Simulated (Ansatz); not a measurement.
Task: an atomisation energy of CH5BFN, SMILES CB(N)F, with the Ansatz DFT code, driven from Python. Give the script and its output. Use (for the species named): B3LYP, aug-cc-pVDZ basis, multiplicity 1.

```xyz
9

C    -0.3525    0.9075   -0.5106
B    -0.0593   -0.5853   -0.2797
N     0.2830   -1.0994    1.0923
F    -0.0323   -1.4915   -1.3954
H     0.3108    1.3673   -1.2810
H    -0.3249    1.5444    0.4213
H    -1.4075    1.0395   -0.9131
H     1.3307   -1.4491    1.0348
H     0.3405   -0.2797    1.8143
```

`run_tae.py`
```python
# -*- coding: utf-8 -*-
'''Atomisation energy of CH5BFN at the given geometry.'''

from collections import Counter

import ansatz


def total_energy(molecule, charge=0, unpaired=0):
    calc = (
        molecule.calculation()
        .basis(gaussian='aug-cc-pVDZ')
        .functional('b3lyp')
    )
    if charge:
        calc = calc.charge(charge)
    if unpaired:
        calc = calc.spin('collinear', total=unpaired)
    return calc.run(threads=1, backend='cpu').report['free_energy_ev']

GEOMETRY = '''
C    -0.35250    0.90750   -0.51060
B    -0.05930   -0.58530   -0.27970
N     0.28300   -1.09940    1.09230
F    -0.03230   -1.49150   -1.39540
H     0.31080    1.36730   -1.28100
H    -0.32490    1.54440    0.42130
H    -1.40750    1.03950   -0.91310
H     1.33070   -1.44910    1.03480
H     0.34050   -0.27970    1.81430
'''


def main():
    mol = ansatz.Crystal.molecule()
    for line in GEOMETRY.strip().splitlines():
        symbol, *xyz = line.split()
        mol = mol.atom(symbol, [float(v) for v in xyz])

    # Hund ground states
    unpaired = {'C': 2, 'B': 1, 'N': 3, 'F': 1, 'H': 1}
    counts = Counter(site.symbol for site in mol.cartesian_sites)
    atom_energy = {s: total_energy(ansatz.Crystal.molecule().atom(s, (0, 0, 0)), 0, unpaired[s]) for s in counts}
    whole = total_energy(mol, 0, 0)
    for s, e in atom_energy.items():
        print(f'{s:2s} x{counts[s]}  {e:14.5f} eV')
    print(f'CH5BFN: {whole:.5f} eV')
    split = sum(counts[s] * e for s, e in atom_energy.items()) - whole
    print(f'atomisation energy (no zero-point term): {23.060548 * split:.1f} kcal/mol, {split / sum(counts.values()):.3f} eV an atom')


if __name__ == '__main__':
    main()
```

`python run_tae.py` gives:
```text
C  x1     -1030.06513 eV
B  x1      -671.07584 eV
N  x1     -1485.57406 eV
F  x1     -2714.04987 eV
H  x5       -13.65079 eV
CH5BFN: -6004.98885 eV
atomisation energy (no zero-point term): 829.5 kcal/mol, 3.997 eV an atom
```

829.5 kcal/mol from the electronic energies, without the zero-point term.

Reading the output:
- Total energies depend on the basis set; only differences at equal settings carry meaning.
- The geometry is a force-field or estimated start, not a minimum of this method, and the basis set is short of its limit. All parts are taken at fixed geometry, without zero-point energy.
- b3lyp holds the VWN-RPA fit, as in Gaussian; the form of ORCA and Turbomole is b3lyp5.
- Hardware and time: 5.1 s on 1 thread of Arm Neoverse V2, on a shared host, peak memory 0.26 GiB.
